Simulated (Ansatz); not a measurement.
# C2H6InN: geometry optimisation in Python

What geometry does C2H6InN take? Wanted for C2H6InN: a geometry optimisation. SMILES: CC#[N+][InH3-].

Program: Ansatz 0.2.0 through its Python package. Level of theory: PBE0/def2-SVP. These are calculated values, not measurements.

## 1. The system

Bond lengths: C1–C2 1.406 Å, C2–N3 1.135 Å, N3–In4 2.102 Å, C1–H5 1.124 Å, C1–H6 1.100 Å, C1–H7 1.127 Å, In4–H8 1.811 Å, In4–H9 1.878 Å, In4–H10 1.737 Å. Angles: C1–C2–N3 178.9°, C2–C1–H5 112.5°, C2–C1–H6 114.9°, C2–C1–H7 110.4°, H5–C1–H6 106.7°, H5–C1–H7 104.7°, H6–C1–H7 107.1°, C2–N3–In4 176.1°, N3–In4–H8 107.2°, N3–In4–H9 107.2°, N3–In4–H10 112.7°, H8–In4–H9 108.5°, H8–In4–H10 111.0°, H9–In4–H10 110.0°.

No structure file is read: the coordinates are typed or built in the script.

## 2. The code

File opt.py:

```python
"""Geometry optimisation of C2H6InN."""

import warnings

import ansatz as az
import numpy as np
import pandas as pd


def main() -> None:
    warnings.simplefilter("ignore", az.DeckWarning)

    system = (
        az.Crystal.molecule()
        .atom("C", [-0.8945, 1.5803, -1.3985])
        .atom("C", [-0.3641, 0.6063, -0.5349])
        .atom("N", [0.0676, -0.1931, 0.1452])
        .atom("In", [0.9939, -1.6132, 1.388])
        .atom("H", [-0.6714, 2.6272, -1.0542])
        .atom("H", [-0.5503, 1.5109, -2.441])
        .atom("H", [-2.0202, 1.519, -1.4154])
        .atom("H", [0.5664, -3.2505, 0.7426])
        .atom("H", [0.2395, -1.4295, 3.0976])
        .atom("H", [2.7162, -1.4087, 1.4736])
    )

    calc = system.calculation().basis(gaussian="def2-SVP").functional("PBE0")
    symbols = [site.symbol for site in system.cartesian_sites]
    start = np.array([site.position_ang for site in system.cartesian_sites], dtype=float)
    def progress(event):
        if event["event"] == "relax_step":
            row = event["data"]
            print(f"step {row['step']:3d}  E = {row['lagrangian_ev']:.6f} eV  largest force component {row['allowed_force_max_ev_ang']:.4f} eV/A")


    summary = calc.relax(force_tolerance=0.005, max_steps=100).session().plan().execute(on_event=progress).report
    end = np.array(summary["positions_ang"])

    print(f"E = {summary['free_energy_ev']:.6f} eV = {summary['free_energy_ev'] / 27.211386246:.7f} Ha")
    print("converged:", summary["converged"], " doubts:", summary["published_state_doubts"] or "none")

    print("final positions (A) and the move of each atom")
    for symbol, xyz, old in zip(symbols, end, start):
        print(f"{symbol:2s} {xyz[0]:10.5f} {xyz[1]:10.5f} {xyz[2]:10.5f}   {np.linalg.norm(xyz - old):7.4f}")

    charges = summary["charge_distribution"]
    table = pd.DataFrame({"atom": symbols, "mulliken": charges["mulliken_charges_e"], "lowdin": charges["lowdin_charges_e"]})
    print(table.round(3).to_string())
    print("dipole (e A):", np.round(charges["dipole_moment_e_ang"], 4) + 0.0)
    with open("c2h6inn_opt.xyz", "w") as handle:
        handle.write(f"{len(symbols)}\nrelaxed C2H6InN\n")
        handle.writelines(f"{s:2s} {x:11.6f} {y:11.6f} {z:11.6f}\n" for s, (x, y, z) in zip(symbols, end))


if __name__ == "__main__":
    main()
```

## 3. The input behind the calls

The engine receives this input:

```yaml
crystal:
  periodic: [false, false, false]
  atoms:
    - { symbol: C, position_ang: [-0.8945, 1.5803, -1.3985] }
    - { symbol: C, position_ang: [-0.3641, 0.6063, -0.5349] }
    - { symbol: "N", position_ang: [0.0676, -0.1931, 0.1452] }
    - { symbol: In, position_ang: [0.9939, -1.6132, 1.388] }
    - { symbol: H, position_ang: [-0.6714, 2.6272, -1.0542] }
    - { symbol: H, position_ang: [-0.5503, 1.5109, -2.441] }
    - { symbol: H, position_ang: [-2.0202, 1.519, -1.4154] }
    - { symbol: H, position_ang: [0.5664, -3.2505, 0.7426] }
    - { symbol: H, position_ang: [0.2395, -1.4295, 3.0976] }
    - { symbol: H, position_ang: [2.7162, -1.4087, 1.4736] }
basis:
  gaussian:
    orbitals: def2-SVP
hamiltonian:
  xc: pbe0
relax:
  f_tol: 0.005
  max_steps: 100
```

## 4. Running it

The run is started by

```bash
$ python opt.py
```

Q: Predict the main results. Wanted: total energy; dipole moment; moves of the relaxation; energy gained; last largest force component.

**Answer**, as computed:

```
                    quantity          value
                total energy  -8827.0922 eV
               dipole moment         7.18 D
     moves of the relaxation              6
               energy gained       0.710 eV
last largest force component    0.0041 eV/Å
```

In words: After 6 moves the largest shift is 0.343 Å, of atom 4 (In). The end point is the stationary point reached from this start; no frequency run checks that it is a minimum, and the basis set is modest. def2 sets replace the cores of elements past krypton by effective core potentials. The Löwdin charges here are taken after orthogonalising the functions within each atom; they differ from plain Löwdin charges, and their signs can be unphysical.
